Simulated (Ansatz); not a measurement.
Working through a phonon calculation by linear response of MoS2, space group R-3m

Program: Ansatz 0.2.0, Python API.

At the Python prompt:
```pycon
>>> from pathlib import Path
>>> import ansatz as az
>>> import numpy as np
>>> from pymatgen.core import Lattice, Structure
>>> from pymatgen.io.ase import AseAtomsAdaptor
>>> pmg_structure = Structure(
...     Lattice([[1.5855, 0.91539, 6.115], [-1.5855, 0.91539, 6.115], [0.0, -1.83078, 6.115]]),
...     ["Mo", "S", "S"],
...     [
...         [0.0, 0.0, 0.0],
...         [0.75, 0.75, 0.75],
...         [0.25, 0.25, 0.25],
...     ],
... )
>>> cell = az.Crystal.from_ase(AseAtomsAdaptor.get_atoms(pmg_structure))
>>> model = (
...     cell.calculation()
...     .functional(az.Functional.LDA)
...     .pseudopotentials("paw")
...     .occupations("methfessel_paxton", width=0.05)
...     .kpoints(12, 12, 12)
...     .phonons("dfpt", points=[(0, 0, 0), (0, 0, 0.5)])
... )
>>> done = model.run(threads=1, backend="cpu", runs_dir="runs")
DeckWarning: basis.ecutwfc = 420 eV, auto-derived from the records' recommended cutoffs: set by Mo (normal level)
RunWarning: eigensolver did not converge (k=42): 1 band(s) unlocked after 20 sweeps at ethr=1.00e-12 eV (lowest unlocked band 16, counted from 0; max residual 3.03e-4 eV among the unlocked bands, [...]
>>> ph = done.phonons
>>> for q in ph.qpoints:
...     thz = np.asarray(q.omega_inv_cm) / 33.35641
...     print("q = ({:.2f}, {:.2f}, {:.2f})".format(*q.q_frac), np.round(thz, 2) + 0.0, "THz")
...
q = (0.00, 0.00, 0.00) [ 0.    0.    0.    6.51  6.51  8.12  8.12 11.2  12.02] THz
q = (0.00, 0.00, 0.50) [-8.53 -1.34  4.35  8.54  8.84 10.05 10.16 10.75 11.52] THz
```

Spin is left out of this run. The cell isn't relaxed first, so the values belong to this volume. A negative frequency stands for an imaginary mode. Of the deposited cell: the entry's cell lengths or inner coordinates differ somewhat from later room-temperature determinations. The structure is a deposited one; some such entries were measured under pressure or heat, so a shift against it needn't be the functional's error alone. Warnings are shown shortened and without file and line. The structure is taken as given; imaginary modes can come from an unrelaxed or unstable start. Phonons of metals also depend on mesh and smearing. Wall time of the script: 11 min on 1 thread of Arm Neoverse V2 (shared host), peak memory 1.4 GiB.
